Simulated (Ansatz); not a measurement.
# Ca (Calcium): structure and electronic properties

This session takes Ca (Calcium) and sets out to relax cell and atoms, see whether it has a gap, which orbitals make up the states near it and how charge is shared and relax it again with other functionals.

Computed with Ansatz 0.2.0 (DFT PBE, scalar-relativistic, plane waves, PAW, unless a step's input says otherwise).

## (1) Starting point

Symmetry: Fm-3m, No. 225, cubic system. The conventional cell has a = 5.588 Å, b = 5.588 Å, c = 5.588 Å, α = 90.00°, β = 90.00°, γ = 90.00°. Ca (site symmetry m-3m) has 12 Ca at 3.95 Å as nearest neighbours.

Structure file:

```cif
data_structure
_symmetry_space_group_name_H-M 'Fm-3m'
_symmetry_Int_Tables_number 225
_cell_length_a 5.5884
_cell_length_b 5.5884
_cell_length_c 5.5884
_cell_angle_alpha 90.000
_cell_angle_beta 90.000
_cell_angle_gamma 90.000
_cell_volume 174.53
loop_
_atom_site_label
_atom_site_type_symbol
_atom_site_symmetry_multiplicity
_atom_site_Wyckoff_symbol
_atom_site_fract_x
_atom_site_fract_y
_atom_site_fract_z
_atom_site_occupancy
Ca1 Ca 4 a 0.00000 0.00000 0.00000 1
```

The structure comes from the Crystallography Open Database.

(A quick probe on a coarse mesh, which set the mesh and smearing, is not shown.)

## (3) Relaxing cell and atoms

input.yaml reads:

```yaml
crystal:
  lattice:
    - [0.0, 2.7942, 2.7942]
    - [2.7942, 0.0, 2.7942]
    - [2.7942, 2.7942, 0.0]
  atoms:
    - { symbol: Ca, position: [0.0, 0.0, 0.0] }
basis:
  ecutwfc: 420
kpoints:
  mp_grid: { grid: [14, 14, 14] }
hamiltonian:
  xc: pbe
scf:
  occupations: { method: gaussian, width: 0.1 }
output:
  forces: true
  stress: true
  eigenvalues: true
  write_density: true
  write_potential: true
  elf: true
  volumetric_format: npy
relax:
  adjacent_minimum: "off"
  f_tol: 0.005
  max_steps: 80
  cell: { stress_tol: 0.05 }
```

The run is started by

```console
ansatz run input.yaml --threads 1 --pin off --max-ram 2560MiB --backend cpu --events-out ev --progress --plain --runs-dir out
```

Further runs follow: bands, states and charges; the cell under PBEsol; relaxing with LDA; relaxing with PBE+D3(BJ).

Before running it: what results should come out? Wanted: relaxed cell; volume; gap; states at the Fermi level; Bader charges.

As calculated:

```
                   quantity                                                                      value
relaxed cell (conventional)  a = 5.525 Å, b = 5.525 Å, c = 5.525 Å, α = 90.00°, β = 90.00°, γ = 90.00°
       space group (0.01 Å)                                                            Fm-3m (No. 225)
                     volume                                                              42.16 Å³/atom
                        gap                                                               none (metal)
  states at the Fermi level                                                       1.65 per eV per cell
              Bader charges                                                                 Ca +0.00 e
```

In words: The cell shrank by 3.4 % in volume on relaxing. That is more than thermal expansion of the reported cell explains. There is no gap at this level. The volumes rise in the order LDA, PBE+D3(BJ), PBEsol, PBE, over 10.9 %. PBE comes nearest to the reported cell (-3.4 %).
